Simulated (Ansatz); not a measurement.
# C₅H₁₅GeNO₂: a ladder of functionals and wavefunction methods

Aim: compute C₅H₁₅GeNO₂ with functionals from several rungs and with coupled cluster. The yardstick is the atomisation energy at the CCSD(T) limit.

Computed with Ansatz 0.2.0, Gaussian basis. Level: functionals in def2-TZVPP, the program's frozen cores in correlated methods.

The runs, in order: LDA (SPW92), PBE-D4, revPBE-D4, BLYP-D4, r2SCAN-D4, B97M-V, PBE0-D4, B3LYP-D4, r2SCANh-D4, r2SCAN0-D4, HSE06-D4, BHLYP-D4, CAM-B3LYP-D4, LC-ωPBE, ωB97X-V, ωB97M-V, B2PLYP, PBE-QIDH; CCSD(T)/def2-SVP; CCSD(T)/def2-TZVPP; MP2/def2-QZVPP; extrapolation to the limit; RPA on PBE.

## Step 1: The relaxed structure

The geometry comes from an earlier relaxation with PBE0-D4 in a triple-zeta def2 set; it is a stationary point, not always the lowest conformer.

SMILES `C[O][GeH]([NH]C(C)C)[O]C`, 24 atoms, charge 0, spin multiplicity 1.

Atoms are counted from 1 here; the program's logs count them from 0.

Bond lengths: C1–O2 1.407 Å, C1–H10 1.092 Å, C1–H11 1.097 Å, C1–H12 1.098 Å, O2–Ge3 1.764 Å, Ge3–N4 1.808 Å, Ge3–O8 1.768 Å, Ge3–H13 1.541 Å, N4–C5 1.451 Å, N4–H14 1.009 Å, C5–C6 1.523 Å, C5–C7 1.522 Å, C5–H15 1.097 Å, C6–H16 1.092 Å, C6–H17 1.093 Å, C6–H18 1.095 Å, C7–H19 1.091 Å, C7–H20 1.095 Å and more. Angles: O2–C1–H10 107.8°, O2–C1–H11 112.2°, O2–C1–H12 112.0°, H10–C1–H11 108.4°, H10–C1–H12 108.0°, H11–C1–H12 108.2°, C1–O2–Ge3 118.5°, O2–Ge3–N4 110.6°, O2–Ge3–O8 99.4°, O2–Ge3–H13 113.3°, N4–Ge3–O8 114.0°, N4–Ge3–H13 107.1°, O8–Ge3–H13 112.3°, Ge3–N4–C5 125.3°, Ge3–N4–H14 118.1°, C5–N4–H14 114.2°, N4–C5–C6 112.5°, N4–C5–C7 110.5° and more.

## Step 2: LDA

This LDA is Slater exchange with PW92 correlation.

in.yaml reads:

```yaml
crystal:
  periodic: [false, false, false]
  atoms:
    - {symbol: C, position_ang: [0.433752, 0.657287, -3.308299]}
    - {symbol: O, position_ang: [-0.813209, 0.646764, -2.655769]}
    - {symbol: Ge, position_ang: [-0.845692, 0.798928, -0.898936]}
    - {symbol: N, position_ang: [0.154521, -0.495864, -0.128688]}
    - {symbol: C, position_ang: [1.077130, -0.298999, 0.973577]}
    - {symbol: C, position_ang: [0.479633, -0.710644, 2.313016]}
    - {symbol: C, position_ang: [2.387443, -1.026819, 0.709931]}
    - {symbol: O, position_ang: [-2.583405, 0.624655, -0.624580]}
    - {symbol: C, position_ang: [-3.060880, 0.621332, 0.697178]}
    - {symbol: H, position_ang: [0.262050, 0.426889, -4.362129]}
    - {symbol: H, position_ang: [1.122216, -0.091595, -2.897912]}
    - {symbol: H, position_ang: [0.920703, 1.640040, -3.250940]}
    - {symbol: H, position_ang: [-0.305950, 2.150970, -0.393443]}
    - {symbol: H, position_ang: [-0.119416, -1.456579, -0.272135]}
    - {symbol: H, position_ang: [1.292295, 0.776112, 1.015838]}
    - {symbol: H, position_ang: [-0.432724, -0.147962, 2.521956]}
    - {symbol: H, position_ang: [1.183382, -0.542038, 3.132431]}
    - {symbol: H, position_ang: [0.224177, -1.775122, 2.304835]}
    - {symbol: H, position_ang: [2.827252, -0.697614, -0.233109]}
    - {symbol: H, position_ang: [2.216801, -2.106286, 0.644595]}
    - {symbol: H, position_ang: [3.108034, -0.851928, 1.512766]}
    - {symbol: H, position_ang: [-4.149278, 0.534919, 0.661479]}
    - {symbol: H, position_ang: [-2.814139, 1.547630, 1.234511]}
    - {symbol: H, position_ang: [-2.669698, -0.224277, 1.277126]}
basis:
  gaussian: {orbitals: def2-TZVPP}
hamiltonian: {xc: lda}
output: {orbitals: {seedname: orbitals}}
```

After this run come: PBE-D4 (GGA); revPBE-D4 (GGA); BLYP-D4 (GGA); r2SCAN-D4 (meta-GGA); B97M-V (meta-GGA); PBE0-D4 (hybrid); B3LYP-D4 (hybrid); r2SCANh-D4 (hybrid); r2SCAN0-D4 (hybrid); HSE06-D4 (hybrid); BHLYP-D4 (hybrid); CAM-B3LYP-D4 (range-separated); LC-ωPBE-D4 (range-separated); ωB97X-V (range-separated); ωB97M-V (range-separated); B2PLYP (double hybrid); PBE-QIDH (double hybrid); CCSD(T) in def2-SVP; CCSD(T) in def2-TZVPP; MP2 in def2-QZVPP; RPA on PBE orbitals.

Q: Predict the results of all the runs planned. Wanted: atomisation energy, CCSD(T)/CBS; farthest beyond LDA; mean size of error, GGA; mean size of error, meta-GGA; mean size of error, hybrid; mean size of error, range-separated; mean size of error, double hybrid; gap, smallest and largest; T1 diagnostic.

As calculated:

| quantity | value |
| --- | --- |
| atomisation energy, CCSD(T)/CBS | 9116.8 kJ/mol |
| functionals within 91.2 kJ/mol (1.0 %) | revPBE-D4, BLYP-D4, r2SCAN-D4, B97M-V, PBE0-D4, B3LYP-D4, r2SCANh-D4, HSE06-D4, CAM-B3LYP-D4, LC-ωPBE, ωB97X-V, ωB97M-V, PBE-QIDH |
| farthest beyond LDA | BHLYP-D4 (-271.4 kJ/mol) |
| mean size of error, GGA | 87.5 kJ/mol |
| mean size of error, meta-GGA | 7.7 kJ/mol |
| mean size of error, hybrid | 82.1 kJ/mol |
| mean size of error, range-separated | 23.5 kJ/mol |
| mean size of error, double hybrid | 89.2 kJ/mol |
| gap, smallest and largest | 5.37 eV (BLYP-D4), 12.56 eV (LC-ωPBE) |
| T1 diagnostic | 0.0112 |
| triples share of the correlation energy | 3.7 % |

**Reading.** LDA overbinds by 1313.8 kJ/mol (14 %). PBE-D4 misses by +149.8 kJ/mol. Double hybrids carry the basis error of their MP2 part in triple zeta, and no dispersion term here, so their miss is partly the set-up's. The rungs meta-GGA, range-separated, hybrid, GGA, double hybrid miss on average by less than the doubt on the reference (91.2 kJ/mol), so they tie. The reference freezes the cores and leaves out relativity and excitations past (T), and its outer-core shells are covered unevenly, so misses under about 91.2 kJ/mol can't be ranked. Hartree-Fock recovers 72 % of the binding; the rest is correlation. CCSD(T) in def2-SVP is off by -455.7 kJ/mol, worse than the median functional, from the basis alone. The gap grows from 5.4 to 12.6 eV across the functionals, mostly with the share of exact exchange. Correlated methods include outer-core shells of Ge, which these sets cover unevenly.
